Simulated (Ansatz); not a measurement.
Debugging harmonic frequencies at the relaxed geometry of C2BrF3, SMILES FC(F)=C(F)Br (Ansatz 0.2.0, Python API).

`freq.py`
```python
"""Harmonic frequencies of C2BrF3 at its relaxed geometry."""

import ansatz as az
from ase import Atoms
from ase.thermochemistry import IdealGasThermo
import numpy as np


def main() -> None:
    mol = (
        az.Crystal.molecule()
        .atom("F", (0.7803, -1.7532, 0.0318))
        .atom("C", (-0.1599, -0.7008, 0.1409))
        .atom("F", (-1.4447, -0.9659, 0.5464))
        .atom("C", (0.2917, 0.5612, -0.1558))
        .atom("F", (1.4897, 0.7563, -0.5845))
        .atom("Br", (-0.9149, 2.0384, -0.0249))
    )

    job = (
        mol.calculation()
        .basis(gaussian="def2-SVP")
        .functional("HF")
    )
    symbols = [site.symbol for site in mol.cartesian_sites]
    start = np.array([site.position_ang for site in mol.cartesian_sites], dtype=float)
    data = job.relax(force_tolerance=0.003, max_steps=30).run(threads=1, backend="cpu").report
    end = np.array(data["positions_ang"])

    print("bond        before    after (A)")
    for i, j in [(0, 1), (1, 2), (1, 3), (3, 4), (3, 5)]:
        d0, d1 = (np.linalg.norm(xyz[i] - xyz[j]) for xyz in (start, end))
        print(f"{symbols[i]}{i}-{symbols[j]}{j}".ljust(10), f"{d0:8.4f} {d1:8.4f}")
    for i, j, k in [(0, 1, 2), (0, 1, 3), (2, 1, 3), (1, 3, 4), (1, 3, 5), (4, 3, 5)]:
        u, v = end[i] - end[j], end[k] - end[j]
        print(f"angle {symbols[i]}{i}-{symbols[j]}{j}-{symbols[k]}{k}: {np.degrees(np.arccos(np.clip(u @ v / np.linalg.norm(u) / np.linalg.norm(v), -1, 1))):.2f} deg")

    # frequencies need a stationary point, so they are taken at the relaxed geometry
    minimum = az.Crystal.molecule()
    for symbol, xyz in zip(symbols, end):
        minimum = minimum.atom(symbol, xyz.tolist())
    vibrating = minimum.calculation()
    vibrating = vibrating.basis(gaussian="def2-SVP")
    vibrating = vibrating.functional("HF")
    vibrating = vibrating.phonons(temperatures=(298.15, 498.15, 100))
    vib = vibrating.run(threads=1, backend="cpu").report()["vibrations"]
    sums = vib["harmonic_sums"]
    modes = [m["omega_inv_cm"] for m in sums["modes_at_gamma"] if m["rigid_motion"] == "no"]
    print("frequencies (1/cm):", " ".join(f"{w:.0f}" for w in modes))
    print("imaginary modes:", sum(w < 0 for w in modes), " zero-point energy:", round(sums["zero_point_energy_ev"], 4), "eV")
    # rigid rotor and ideal gas, symmetry number taken as one
    gas = IdealGasThermo(vib_energies=[w / 8065.544 for w in modes if w > 0], geometry="linear" if len(modes) == 3 * len(symbols) - 5 else "nonlinear",
                         atoms=Atoms(symbols, positions=end), symmetrynumber=1, spin=0.0)
    print(f"H(298 K) - E = {gas.get_enthalpy(298.15, verbose=False):.4f} eV")
    print(f"S(298 K, 1 bar) = {96485.33 * gas.get_entropy(298.15, 1e5, verbose=False):.1f} J/(mol K) with symmetry number 1")


if __name__ == "__main__":
    main()
```

```console
$ python freq.py
bond        before    after (A)
F0-C1        1.4154   1.2900
C1-F2        1.3731   1.2888
C1-C3        1.3728   1.3121
C3-F4        1.2873   1.3108
C3-Br5       1.9118   1.8605
angle F0-C1-F2: 112.18 deg
angle F0-C1-C3: 123.51 deg
angle F2-C1-C3: 124.31 deg
angle C1-C3-F4: 120.04 deg
angle C1-C3-Br5: 124.42 deg
angle F4-C3-Br5: 115.54 deg
Traceback (most recent call last):
  File "freq.py", line 59, in <module>
    main()
    ~~~~^^
  File "freq.py", line 46, in main
    vib = vibrating.run(threads=1, backend="cpu").report()["vibrations"]
          ~~~~~~~~~~~~~~~~~~~~~~~~~~~~~~~~~~~~~~~~~~~~~~^^
TypeError: 'dict' object is not callable
```

What is wrong, and how is it mended?

The fault: report is a dict, not a method. The cap on steps that the faulty run carried goes too. The change:

```diff
--- before
+++ after
@@ -26,3 +26,3 @@
     start = np.array([site.position_ang for site in mol.cartesian_sites], dtype=float)
-    data = job.relax(force_tolerance=0.003, max_steps=30).run(threads=1, backend="cpu").report
+    data = job.relax(force_tolerance=0.003).run(threads=1, backend="cpu").report
     end = np.array(data["positions_ang"])
@@ -45,3 +45,3 @@
     vibrating = vibrating.phonons(temperatures=(298.15, 498.15, 100))
-    vib = vibrating.run(threads=1, backend="cpu").report()["vibrations"]
+    vib = vibrating.run(threads=1, backend="cpu").report["vibrations"]
     sums = vib["harmonic_sums"]
```

With that change:

Output of `python freq.py`:
```text
bond        before    after (A)
F0-C1        1.4154   1.2900
C1-F2        1.3731   1.2888
C1-C3        1.3728   1.3121
C3-F4        1.2873   1.3108
C3-Br5       1.9118   1.8605
angle F0-C1-F2: 112.18 deg
angle F0-C1-C3: 123.51 deg
angle F2-C1-C3: 124.31 deg
angle C1-C3-F4: 120.04 deg
angle C1-C3-Br5: 124.42 deg
angle F4-C3-Br5: 115.54 deg
frequencies (1/cm): 178 179 343 397 416 567 696 740 1146 1350 1521 2041
imaginary modes: 0  zero-point energy: 0.5935 eV
H(298 K) - E = 0.7668 eV
S(298 K, 1 bar) = 327.7 J/(mol K) with symmetry number 1
```

Caveats:
- The frequencies are harmonic and unscaled, in a modest basis. The result belongs to the one conformer reached from this start, and soft torsions count as harmonic oscillators.
- The entropy takes a symmetry number of 1; a symmetric molecule's is lower by R ln(sigma).
- The whole script took 54 s on 1 thread of AMD EPYC 9R45 (Zen 5), on a shared host, peak memory 0.36 GiB.

(Lines on the test bed's own set-up are left out of the output.)
